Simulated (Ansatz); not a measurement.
# CH6F2GeSi: up Jacob's ladder to CCSD(T)

An exercise on one series of results from a longer session: the logs are not shown, and one member is left open.

Method: functionals in def2-TZVPP, the program's frozen cores in correlated methods; program: Ansatz 0.2.0, Gaussian basis.

Plan: PBE-D4, r2SCAN-D4, PBE0-D4, B3LYP-D4, ωB97X-V, ωB97M-V, B2PLYP; CCSD(T)/def2-TZVPP; MP2/def2-QZVPP; extrapolation to the limit.

### The geometry

An earlier PBE0-D4 in a triple-zeta def2 set relaxation fixed the geometry.

SMILES `F[SiH](F)[CH2][GeH3]`, 11 atoms, charge 0, spin multiplicity 1.

Atoms are counted from 1 here; the program's logs count them from 0.

Bond lengths: F1–Si2 1.591 Å, Si2–F3 1.591 Å, Si2–C4 1.835 Å, Si2–H6 1.477 Å, C4–Ge5 1.967 Å, C4–H7 1.095 Å, C4–H8 1.094 Å, Ge5–H9 1.537 Å, Ge5–H10 1.535 Å, Ge5–H11 1.538 Å. Angles: F1–Si2–F3 106.5°, F1–Si2–C4 110.7°, F1–Si2–H6 107.7°, F3–Si2–C4 109.7°, F3–Si2–H6 107.9°, C4–Si2–H6 114.1°, Si2–C4–Ge5 114.6°, Si2–C4–H7 108.7°, Si2–C4–H8 109.7°, Ge5–C4–H7 108.0°, Ge5–C4–H8 108.2°, H7–C4–H8 107.4°, C4–Ge5–H9 109.1°, C4–Ge5–H10 109.8°, C4–Ge5–H11 109.7°, H9–Ge5–H10 109.7°, H9–Ge5–H11 109.1°, H10–Ge5–H11 109.4°.

Set-up of the first run:

The input, in.yaml:

```yaml
crystal:
  periodic: [false, false, false]
  atoms:
    - {symbol: F, position_ang: [-2.929082, -0.180779, 0.010160]}
    - {symbol: Si, position_ang: [-1.449619, -0.269384, -0.567694]}
    - {symbol: F, position_ang: [-1.340469, 0.842947, -1.700603]}
    - {symbol: C, position_ang: [-0.216608, 0.067774, 0.749297]}
    - {symbol: Ge, position_ang: [1.643604, 0.180159, 0.118715]}
    - {symbol: H, position_ang: [-1.298622, -1.589387, -1.212584]}
    - {symbol: H, position_ang: [-0.273230, -0.730508, 1.496051]}
    - {symbol: H, position_ang: [-0.463000, 1.006508, 1.254342]}
    - {symbol: H, position_ang: [2.585735, 0.202156, 1.332453]}
    - {symbol: H, position_ang: [1.834779, 1.458666, -0.708336]}
    - {symbol: H, position_ang: [1.971914, -1.045153, -0.751198]}
basis:
  gaussian: {orbitals: def2-TZVPP}
hamiltonian: {xc: pbe, dispersion: d4}
output: {forces: true, orbitals: {seedname: orbitals}}
```

The run is started by

```bash
$ ansatz run in.yaml --threads 2 --pin off --events-out ev --progress --plain --max-ram 22528MiB --backend cpu
```

Steps of the session up to this table: PBE-D4 (GGA); r2SCAN-D4 (meta-GGA); PBE0-D4 (hybrid); B3LYP-D4 (hybrid); ωB97X-V (range-separated); ωB97M-V (range-separated); B2PLYP (double hybrid); CCSD(T) in def2-TZVPP; MP2 in def2-QZVPP.

One of the session's tables, all rows but one given; the rest of the session is left out.

It belongs to the step «Atomisation energies». 

```
            method  atomisation energy (kJ/mol)
            PBE-D4                       3897.5
         r2SCAN-D4                       3903.0
           PBE0-D4                       3854.0
          B3LYP-D4                       3870.8
           ωB97X-V                       3915.5
           ωB97M-V                       3893.1
            B2PLYP                       3850.8
     HF/def2-TZVPP                       2944.8
    MP2/def2-TZVPP                            ?
   CCSD/def2-TZVPP                       3785.8
CCSD(T)/def2-TZVPP                       3830.9
           MP2/CBS                       3974.6
       CCSD(T)/CBS                       3922.1
```

Q: Estimate the row for MP2/def2-TZVPP from the others.

As computed: atomisation energy (kJ/mol): 3883.5. In the column «atomisation energy (kJ/mol)» it lies between B3LYP-D4 (3870.8) and ωB97M-V (3893.1).
